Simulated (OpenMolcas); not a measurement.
# One shape, several levels: triplet SiNH4ClO

Wanted: a comparison of 6 runs (UHF/3-21G, UBLYP/6-31G*, UPBE/6-31G*, USVWN5/6-31G*, ROMP2/6-31G*, ROCCSD(T)/6-31G*) of triplet SiNH4ClO. 

The results are computed with OpenMolcas 26.06.

2 further runs of the same task are left out: 2 set aside as unsound or not needed.

### Step 1. The molecule

SiNH4ClO has 8 atoms, charge 0, and is taken as a triplet. SMILES of the parent species: `N[SiH](O)Cl`. The coordinates come from a PBE0-D4/def2-TZVP relaxation. This is one conformer, not always the lowest. That shape belongs to the parent species and isn't relaxed for this state.

Bond lengths: N1–Si2 1.700 Å, Si2–O3 1.631 Å, Si2–Cl4 2.058 Å, N1–H5 1.006 Å, N1–H6 1.007 Å, Si2–H7 1.474 Å, O3–H8 0.960 Å. Angles: N1–Si2–O3 111.2°, N1–Si2–Cl4 104.5°, O3–Si2–Cl4 112.6°, N1–Si2–H7 117.4°, O3–Si2–H7 103.8°, Cl4–Si2–H7 107.5°, Si2–N1–H5 120.7°, Si2–N1–H6 121.4°, Si2–O3–H8 116.7°, H5–N1–H6 112.4°.

### Step 2. A single-point energy at UHF/3-21G (run 1)

The input, test.input:

```
* ClH4NOSi Hartree-Fock
&GATEWAY
BasLib
$CurrDir
Coord
8
angstrom
N       -0.749800       0.885600      -0.289000
Si       0.524400      -0.226200      -0.115300
O        0.551300      -0.861300       1.386900
Cl       0.173100      -1.641600      -1.566900
H       -1.217200       0.998000      -1.172700
H       -0.806900       1.712400       0.283000
H        1.896700       0.277200      -0.308600
H       -0.279500      -1.201200       1.726700
Basis
3-21G
Group
NoSym
&SEWARD
&SCF
UHF
Spin
3
Thresholds
1e-10 1e-07 1e-07 1e-05
PrOrbitals
1 2
```

The basis set 3-21G is read from a file made from the Basis Set Exchange's data (not shown).

Launch:

```console
export MOLCAS_MEM=1860
pymolcas test.input > test.log
```

Output:

```text
--- Start Module: gateway ---
[...]
--- Stop Module: gateway /rc=_RC_ALL_IS_WELL_ ---
--- Start Module: seward ---
[...]
      Basis functions           52
--- Stop Module: seward /rc=_RC_ALL_IS_WELL_ ---
--- Start Module: scf ---
[...]
       Convergence after  30 Iterations
[...]
::    Total SCF energy                               -875.4600411925
[...]
      Total spin, S                                     1.0017028695
[...]
      Total electronic charge=   50.000000
      Total            charge=   -0.000000
[...]
      Dipole Moment (debye):
      Origin of the operator (angstrom)=    0.1921   -0.6528   -0.4058
                   X= -2.2194E+00               Y=  1.8993E+00               Z=  9.5003E-01           Total=  3.0717E+00
      Quadrupole Moment (debye*angstrom):
[...]
--- Stop Module: scf /rc=_RC_ALL_IS_WELL_ ---
[...]
```

It took 3.3 s on 1 thread of Intel Xeon Platinum 8375C at 2.90GHz (Ice Lake), shared host; peak memory 0.38 GiB.

### Step 3. The energy at UBLYP/6-31G(d) (spherical functions) (run 2)

The input, test.inp:

```
>>> EXPORT MOLCAS_PRINT=2
&GATEWAY
BasLib = $CurrDir
Coord
8
angstrom
N       -0.749800       0.885600      -0.289000
Si       0.524400      -0.226200      -0.115300
O        0.551300      -0.861300       1.386900
Cl       0.173100      -1.641600      -1.566900
H       -1.217200       0.998000      -1.172700
H       -0.806900       1.712400       0.283000
H        1.896700       0.277200      -0.308600
H       -0.279500      -1.201200       1.726700
Basis = 6-31Gs
Group = NoSym
&SEWARD
GridInput
Grid=UltraFine
End of Grid
&SCF
UHF
Spin = 3
KSDFT = BLYP
Thresholds = 1e-10 1e-07 1e-07 1e-05
PrOrbitals = 1 1
```

The basis set 6-31G* is read from a file made from the Basis Set Exchange's data (not shown).

Launch:

```console
export MOLCAS_MEM=1860
pymolcas test.inp > test.log
```

Output:

```text
--- Start Module: gateway ---
[...]
--- Stop Module: gateway /rc=_RC_ALL_IS_WELL_ ---
--- Start Module: seward ---
[...]
      Basis functions           72
--- Stop Module: seward /rc=_RC_ALL_IS_WELL_ ---
[...]
--- Start Module: scf ---
[...]
       Convergence after  37 Iterations
[...]
::    Total KS-DFT energy                            -881.8455608619
[...]
      Total spin, S                                     1.0008804834
[...]
      Total electronic charge=   50.000000
      Total            charge=   -0.000000
[...]
      Dipole Moment (debye):
      Origin of the operator (angstrom)=    0.1921   -0.6528   -0.4058
                   X= -1.0008E+00               Y=  9.2046E-01               Z= -2.1477E-02           Total=  1.3599E+00
      Quadrupole Moment (debye*angstrom):
[...]
--- Stop Module: scf /rc=_RC_ALL_IS_WELL_ ---
[...]
```

Run time: 53 s. Hardware: 1 thread of Intel Xeon Platinum 8375C at 2.90GHz (Ice Lake), shared host; peak memory 0.42 GiB.

### Step 4. The energy at UPBE/6-31G(d) (spherical functions) (run 3)

The input, mol.xyz:

```xyz
8

N     -0.749800     0.885600    -0.289000
Si     0.524400    -0.226200    -0.115300
O      0.551300    -0.861300     1.386900
Cl     0.173100    -1.641600    -1.566900
H     -1.217200     0.998000    -1.172700
H     -0.806900     1.712400     0.283000
H      1.896700     0.277200    -0.308600
H     -0.279500    -1.201200     1.726700
```

The input, job.input:

```
* ClH4NOSi Kohn-Sham DFT

&GATEWAY
  BASLIB = $CurrDir
  COORD = mol.xyz
  BASIS = 6-31Gs
  GROUP = NoSym

&SEWARD
  GRIDINPUT
  Grid=UltraFine
  End of Grid

&SCF
  UHF
  SPIN = 3
  KSDFT = PBE
  THRESHOLDS = 1e-10 1e-07 1e-07 1e-05
  PRORBITALS = 1 2
```

The basis set 6-31G* is read from a file made from the Basis Set Exchange's data (not shown).

Launch:

```console
export MOLCAS_MEM=1860
pymolcas job.input > job.log
```

Output:

```text
--- Start Module: gateway ---
[...]
--- Stop Module: gateway /rc=_RC_ALL_IS_WELL_ ---
--- Start Module: seward ---
[...]
      Basis functions           72
--- Stop Module: seward /rc=_RC_ALL_IS_WELL_ ---
[...]
--- Start Module: scf ---
[...]
       Convergence after  35 Iterations
[...]
::    Total KS-DFT energy                            -881.4036350556
[...]
      Total spin, S                                     1.0008671601
[...]
      Total electronic charge=   50.000000
      Total            charge=   -0.000000
[...]
      Dipole Moment (debye):
      Origin of the operator (angstrom)=    0.1921   -0.6528   -0.4058
                   X= -1.1543E+00               Y=  8.7823E-01               Z=  1.9001E-03           Total=  1.4504E+00
      Quadrupole Moment (debye*angstrom):
[...]
--- Stop Module: scf /rc=_RC_ALL_IS_WELL_ ---
[...]
```

Wall time 50 s (1 thread of Intel Xeon Platinum 8375C at 2.90GHz (Ice Lake), shared host); peak memory 0.42 GiB.

Runs 4 to 5 aren't shown in full; the table further down has their settings and results.

### Step 5. The energy at ROCCSD(T)/6-31G(d) (spherical functions) (run 6)

The input, calc.inp:

```
>>> EXPORT MOLCAS_PRINT=2
&GATEWAY
BASLIB
$CurrDir
BASISSET
N.6-31Gs....
N1 -0.749800 0.885600 -0.289000 angstrom
End of Basis
BASISSET
Si.6-31Gs....
Si2 0.524400 -0.226200 -0.115300 angstrom
End of Basis
BASISSET
O.6-31Gs....
O3 0.551300 -0.861300 1.386900 angstrom
End of Basis
BASISSET
Cl.6-31Gs....
Cl4 0.173100 -1.641600 -1.566900 angstrom
End of Basis
BASISSET
H.6-31Gs....
H5 -1.217200 0.998000 -1.172700 angstrom
H6 -0.806900 1.712400 0.283000 angstrom
H7 1.896700 0.277200 -0.308600 angstrom
H8 -0.279500 -1.201200 1.726700 angstrom
End of Basis
&SEWARD
&SCF
UHF
SPIN
3
THRESHOLDS
1e-10 1e-07 1e-07 1e-05
PRORBITALS
1 2
&RASSCF
FILEORB
$Project.UnaOrb
SPIN
3
NACTEL
2 0 0
INACTIVE
24
RAS2
2
OUTORBITALS
Canonical
ORBLISTING
Nothing
&MOTRA
JOBIPH
FROZEN
12
&CCSDT
CCT
TRIPLES
3
ITERATIONS
80
ACCURACY
1e-08
EXTRAPOLATION
5 4
```

The basis set 6-31G* is read from a file made from the Basis Set Exchange's data (not shown).

Launch:

```console
export MOLCAS_MEM=1860
pymolcas calc.inp > calc.log
```

Output:

```text
--- Start Module: gateway ---
[...]
--- Stop Module: gateway /rc=_RC_ALL_IS_WELL_ ---
[...]
      Basis functions           72
[...]
       Convergence after  28 Iterations
[...]
::    Total SCF energy                               -879.9045393251
[...]
      Total spin, S                                     1.0025117584
[...]
      Number of active orbitals                  2
[...]
      Spin quantum number                      1.0
[...]
      Active orbitals                            2
[...]
      Number of CSFs                             1
[...]
      Number of root(s) required                 1
[...]
      Convergence after 11 iterations
[...]
      printout of CI-coefficients larger than  0.05 for root  1
      energy=    -879.899567
      conf/sym  11     Coeff  Weight
             1  uu   1.00000 1.00000
      Natural orbitals and occupation numbers for root  1
      sym 1:   1.000000   1.000000
      ************************************************************************************************************************
      *                                                    Final results                                                     *
[...]
::    RASSCF root number  1 Total energy:   -879.89956728
[...]
      Total electronic charge=   50.000000
      Total            charge=   -0.000000
[...]
      Dipole Moment (debye):
      Origin of the operator (angstrom)=    0.1921   -0.6528   -0.4058
                   X= -1.7654E+00               Y=  4.7864E-01               Z=  2.8654E-01           Total=  1.8515E+00
      Quadrupole Moment (debye*angstrom):
[...]
--- Start Module: motra ---
[...]
      *** WARNING: Default frozen orbitals is overwritten by user input.
      *** Default values:   9
[...]
--- Stop Module: motra /rc=_RC_ALL_IS_WELL_ ---
--- Start Module: ccsdt ---
[...]
      Convergence after                    29  Iterations
      Total energy (diff) :    -880.46774198      -0.00000000
[...]
 METHOD                       : CCSD+T(CCSD)+<T3(1)WT1>+<T3(1)UT2> = CCSD(T)
[...]
       CCSD     =      -880.4677419803273
[...]
--- Stop Module: ccsdt /rc=_RC_ALL_IS_WELL_ ---
[...]
```

Run time: 32 s. Hardware: 1 thread of Intel Xeon Platinum 8375C at 2.90GHz (Ice Lake), shared host; peak memory 0.42 GiB.

### Step 6. The series

```csv
run,level,integration grid,frozen core orbitals,energy (Eh),dipole moment (D),HOMO energy (eV),⟨S²⟩,wall time
1,UHF/3-21G,–,–,-875.460041,3.07,-2.43,2.005,3.3 s
2,UBLYP/6-31G* (spherical functions),UltraFine,–,-881.845561,1.36,-0.31,2.003,53 s
3,UPBE/6-31G* (spherical functions),UltraFine,–,-881.403635,1.45,-0.51,2.003,50 s
4,USVWN5/6-31G* (spherical functions),UltraFine,–,-878.245411,1.36,-0.52,2.002,29 s
5,ROMP2/6-31G* (spherical functions),–,12,-880.434638,–,–,–,9.6 s
6,ROCCSD(T)/6-31G* (spherical functions),–,12,-880.480383,–,–,–,32 s
```

### Step 7. Results

```
             quantity          value
  run 6: total energy  -880.48038 Eh
run 6: (T) correction     -12.64 mEh
```

**Reading.** Over runs 1, 2, 3, 4 the dipole moment (its size) runs from 1.36 D (USVWN5/6-31G*) to 3.07 D (UHF/3-21G). The two ends differ in method and basis. Totals of different functionals can't be ranked against each other. All runs together took 3 min, the longest 53 s.
